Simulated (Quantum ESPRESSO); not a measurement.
Runs of Quantum ESPRESSO 7.5 on GdO. The structure is cubic, space group Pm-3m (No. 221). The conventional cell has a = 2.802 Å, b = 2.802 Å, c = 2.802 Å, α = 90.00°, β = 90.00°, γ = 90.00°. Around Gd (site symmetry m-3m) lie 8 O at 2.43 Å. O (site symmetry m-3m) is surrounded by 8 Gd at 2.43 Å. The cell comes from a database or a generator and needn't be the stable form of this composition.

| cell | gap on the mesh (eV) | pressure (GPa) | moment (μB) |
| --- | --- | --- | --- |
| relaxed to 5 GPa | none | 4.8 | (b) |
| relaxed | none | -0.3 | 7.31 |
| relaxed to 40 GPa | none | 40.0 | (a) |
| relaxed to 10 GPa | none | 9.8 | 7.11 |
| relaxed to 20 GPa | none | 19.9 | 7.06 |

Alike in all rows: task phonons; level PBE; potentials or basis JTH 2.0 PBE; spin collinear, ferromagnetic start; k mesh 6 × 6 × 6; cutoff (eV) 707; smearing cold 0.2 eV; the mesh is coarse, so values aren't converged.

**Question.** Fill in the values left out.

**Answer.** (a) 7.01; (b) 7.18.

Caveats: all runs use coarse meshes; the mesh is thin for the phonons of a metal; spin-orbit coupling is left out, which moves the levels of the heavy elements; a cell with one magnetic atom can't hold antiferromagnetic order, which such compounds often take; without U or exact exchange the open f shell lies at the Fermi level, which spoils levels, moments and volumes; the cell is more than 3 GPa from zero pressure, which shifts response properties (some runs).

A k mesh can miss the band edges, and the runs leave out spin-orbit coupling on Gd.

A gap of «none» marks a metal or a gap under the smearing width.
